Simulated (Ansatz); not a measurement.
Run this with Ansatz 0.2.0 through its Python package and show what comes out.

The script reads `cl2fh3si2.xyz`:
```text
8

F    -2.01320    1.12500    0.10250
Si   -0.45430    1.03220    0.45200
Si    0.51090   -0.89720   -0.31620
Cl    0.40540   -1.09710   -2.35490
Cl   -0.39650   -2.56220    0.41200
H    -0.35370    1.15000    1.92620
H     0.21040    2.21430   -0.14660
H     1.97590   -0.93050    0.02500
```

`bde_cl2fh3si2.py`:
```python
"""Cost of removing each kind of hydrogen from Cl2FH3Si2, fragments frozen."""

import ansatz as az


def energy_of(molecule, charge=0, unpaired=0):
    calc = (
        molecule.calculation()
        .basis(gaussian="def2-SVPD")
        .functional("CAM-B3LYP")
    )
    if charge:
        calc = calc.charge(charge)
    if unpaired:
        calc = calc.spin("collinear", total=unpaired)
    return calc.run().report["free_energy_ev"]

def without(molecule, index):
    rest = az.Crystal.molecule()
    for i, site in enumerate(molecule.cartesian_sites):
        if i != index:
            rest = rest.atom(site.symbol, site.position_ang)
    return rest

mol = az.Crystal.molecule_from_extxyz("cl2fh3si2.xyz")

whole = energy_of(mol, 0)
hydrogen = energy_of(az.Crystal.molecule().atom("H", (0, 0, 0)), 0, 1)
print(f"E(molecule) = {whole:.5f} eV, E(H) = {hydrogen:.5f} eV")
for index in [6, 7]:
    radical = energy_of(without(mol, index), 0, 1)
    print(f"H{index}: homolysis {96.485332 * (radical + hydrogen - whole):.1f} kJ/mol")
```

```console
$ python bde_cl2fh3si2.py
E(molecule) = -43556.26101 eV, E(H) = -13.54842 eV
H6: homolysis 389.3 kJ/mol
H7: homolysis 376.4 kJ/mol
```

Total energies depend on the basis set; only differences at equal settings carry meaning. The geometry is a force-field or estimated start, not a minimum of this method, and the basis set is short of its limit. All parts are taken at fixed geometry, without zero-point energy. Run time: 43 s on 1 thread of Arm Neoverse V1, with other jobs on the host, peak memory 0.71 GiB.

(Lines on the test bed's own set-up are left out of the output.)
